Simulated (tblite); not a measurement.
# CH2ClNOSi (SMILES O[SiH]1N=C1Cl): GFN1-xTB

What is the vertical singlet–triplet gap of CH2ClNOSi at GFN1-xTB? Input form: a Python script.

The results are computed with tblite 0.8.0.

37 further runs of the same task are left out: 37 set aside as unsound or not needed.

## 1. The structure to begin with

CH2ClNOSi has 7 atoms, charge 0, and is taken as a singlet. SMILES: `O[SiH]1N=C1Cl`. The coordinates come from a GFN2-xTB relaxation. This is one conformer, not always the lowest.

Bond lengths: O1–Si2 1.615 Å, Si2–N3 1.789 Å, Si2–C4 1.837 Å, N3–C4 1.299 Å, C4–Cl5 1.686 Å, O1–H6 0.955 Å, Si2–H7 1.429 Å. Some angles: O1–Si2–N3 120.4°, O1–Si2–C4 121.9°, N3–Si2–C4 41.9°, Si2–N3–C4 71.0°, Si2–C4–N3 67.0°, Si2–C4–Cl5 165.2°, N3–C4–Cl5 127.7°, O1–Si2–H7 109.5°, N3–Si2–H7 125.1°, C4–Si2–H7 123.1°.

## 2. Energy and forces at GFN1-xTB

Contents of script.py:

```python
import json
import numpy as np
from tblite.interface import Calculator

symbols = ["O", "Si", "N", "C", "Cl", "H", "H"]
numbers = np.array([8, 14, 7, 6, 17, 1, 1])
positions = np.array([  # bohr
    [-1.013498, -1.269027, 2.999203],
    [0.737787, -0.963458, 0.517709],
    [-0.667036, -0.419311, -2.508933],
    [0.329663, 1.673938, -1.703720],
    [0.318173, 4.517863, -3.142029],
    [-2.814558, -1.351967, 2.904717],
    [3.109469, -2.188019, 0.933052],
])

calc = Calculator("GFN1-xTB", numbers, positions, charge=0, uhf=0)
calc.set("verbosity", 0)
calc.set("accuracy", 0.1)
calc.add("spin-polarization", 1.0)
res = calc.singlepoint()

print(f"total energy: {res.get('energy') * 627.5095:.8f} kcal/mol")
eps = np.atleast_2d(res.get("orbital-energies")) * 27.211386
occ = np.atleast_2d(res.get("orbital-occupations"))
filled = occ.sum(axis=0) if eps.shape[0] == 1 else occ[0]
homo = np.nonzero(filled > 0.5)[0].max()
print("  MO   occupation   energy/eV")
for i in range(max(0, homo - 4), min(eps.shape[1], homo + 5)):
    print(f"{i + 1:4d} {filled[i]:10.4f} {eps[0, i]:12.4f}")
mu = res.get("dipole") * 2.541746
print(f"dipole: {np.linalg.norm(mu):.4f} D, components " + " ".join(f"{c:.4f}" for c in mu))
q = res.get("charges")
g = res.get("gradient")
print("atom     charge      dE/dx        dE/dy        dE/dz   (Eh/bohr)")
for i, s in enumerate(symbols):
    print(f"{s:<2}{i + 1:<3} {q[i]:9.4f} {g[i, 0]:12.7f} {g[i, 1]:12.7f} {g[i, 2]:12.7f}")
print(f"gradient norm {np.linalg.norm(g):.6f} Eh/bohr")
out = {k: np.asarray(res.get(k)).tolist() for k in ("energy", "gradient", "charges", "dipole", "orbital-energies", "orbital-occupations")}
out.update(symbols=symbols, positions=(positions * 0.529177210903).tolist())
json.dump(out, open("results.json", "w"))
```

The run is started by

```console
$ python script.py
```

Output:

```text
total energy: -10790.10031026 kcal/mol
  MO   occupation   energy/eV
  10     1.0000     -13.5370
  11     1.0000     -13.3814
  12     1.0000     -12.0250
  13     1.0000     -11.8936
  14     1.0000      -9.8394
  15     0.0000      -7.3606
  16     0.0000      -5.6065
  17     0.0000      -5.4744
  18     0.0000      -4.0740
dipole: 3.0965 D, components -0.3801 -1.1400 2.8538
atom     charge      dE/dx        dE/dy        dE/dz   (Eh/bohr)
O 1     -0.4941    0.0040828    0.0026436    0.0110494
Si2      0.4211   -0.0050820   -0.0186615    0.0072752
N 3     -0.3927    0.0115259    0.0215912    0.0136385
C 4      0.1946   -0.0181423    0.0006610   -0.0295879
Cl5     -0.1079    0.0028354   -0.0079063    0.0075596
H 6      0.3829    0.0016089    0.0006487   -0.0107189
H 7     -0.0038    0.0031714    0.0010232    0.0007840
gradient norm 0.053105 Eh/bohr
```

Wall time 0.29 s (1 thread of Intel Xeon at 2.50GHz (Skylake/Cascade Lake), shared host).

## 3. The triplet at the same level

Contents of molecule.xyz:

```xyz
7

O     -0.536320    -0.671540     1.587110
Si     0.390420    -0.509840     0.273960
N     -0.352980    -0.221890    -1.327670
C      0.174450     0.885810    -0.901570
Cl     0.168370     2.390750    -1.662690
H     -1.489400    -0.715430     1.537110
H      1.645460    -1.157850     0.493750
```

Contents of xtb_job.py:

```python
"""GFN1-xTB energy and gradient"""
import json
import numpy as np
from tblite.interface import Calculator
from tblite.interface import symbols_to_numbers

symbols = list(map(str, np.loadtxt("molecule.xyz", skiprows=2, usecols=0, dtype=str, ndmin=1)))
numbers = np.array(symbols_to_numbers(symbols))
positions = np.loadtxt("molecule.xyz", skiprows=2, usecols=(1, 2, 3), ndmin=2) / 0.52917721

xtb = Calculator("GFN1-xTB", numbers, positions, charge=0, uhf=2)
xtb.set("verbosity", 0)
xtb.set("accuracy", 0.1)
xtb.add("spin-polarization", 1.0)
res = xtb.singlepoint()

print(f"E(total): {res.get('energy') * 2625.4996:.8f} kJ/mol")
eps = np.atleast_2d(res.get("orbital-energies")) * 27.211386
occ = np.atleast_2d(res.get("orbital-occupations"))
filled = occ.sum(axis=0) if eps.shape[0] == 1 else occ[0]
homo = np.nonzero(filled > 0.5)[0].max()
print(f"HOMO {eps[0, homo]:.4f} eV")
if homo + 1 < eps.shape[1]:
    print(f"LUMO {eps[0, homo + 1]:.4f} eV, gap {eps[0, homo + 1] - eps[0, homo]:.4f} eV")
mu = res.get("dipole") * 2.541746
print(f"|mu|: {np.linalg.norm(mu):.4f} D, components " + " ".join(f"{c:.4f}" for c in mu))
q = res.get("charges")
g = res.get("gradient")
print("atom     charge      dE/dx        dE/dy        dE/dz   (Eh/bohr)")
for i, s in enumerate(symbols):
    print(f"{s:<2}{i + 1:<3} {q[i]:9.4f} {g[i, 0]:12.7f} {g[i, 1]:12.7f} {g[i, 2]:12.7f}")
print(f"gradient norm {np.linalg.norm(g):.6f} Eh/bohr")
out = {k: np.asarray(res.get(k)).tolist() for k in ("energy", "gradient", "charges", "dipole", "orbital-energies", "orbital-occupations")}
out.update(symbols=symbols, positions=(positions * 0.529177210903).tolist())
json.dump(out, open("results.json", "w"))
```

The run is started by

```console
$ python xtb_job.py
```

Output:

```text
E(total): -44939.93283606 kJ/mol
HOMO -7.4777 eV
LUMO -5.6854 eV, gap 1.7923 eV
|mu|: 3.7308 D, components -0.3576 -1.9030 3.1889
atom     charge      dE/dx        dE/dy        dE/dz   (Eh/bohr)
O 1     -0.4927    0.0027036    0.0055370    0.0116815
Si2      0.4771    0.0021581   -0.0083207    0.0162420
N 3     -0.3484    0.0252570    0.0893276    0.0047275
C 4      0.1195   -0.0277489   -0.0748080   -0.0238337
Cl5     -0.1339   -0.0063476   -0.0118147    0.0021865
H 6      0.3814    0.0012436   -0.0001044   -0.0107408
H 7     -0.0031    0.0027342    0.0001833   -0.0002630
gradient norm 0.128044 Eh/bohr
```

Run time: 0.31 s. Hardware: 1 thread of Intel Xeon at 2.50GHz (Skylake/Cascade Lake), shared host.

## 4. What came out

Level: GFN1-xTB.

```
                                        quantity         value
                           singlet: total energy  -17.19512 Eh
                          singlet: dipole moment        3.10 D
                            singlet: HOMO energy      -9.84 eV
                            singlet: LUMO energy      -7.36 eV
                          singlet: HOMO–LUMO gap       2.48 eV
               singlet: largest force on an atom    1.785 eV/Å
                           triplet: total energy  -17.11672 Eh
                          triplet: dipole moment        3.73 D
  triplet: HOMO energy (as the program lists it)      -7.48 eV
  triplet: LUMO energy (as the program lists it)      -5.69 eV
               triplet: largest force on an atom    4.780 eV/Å
vertical energy of the triplet above the singlet      2.133 eV
```

**Reading.** At this shape the triplet lies 2.13 eV (206 kJ/mol) above the singlet. The largest force (singlet) is 1.79 eV/Å: the shape isn't a stationary point for this species at this level.
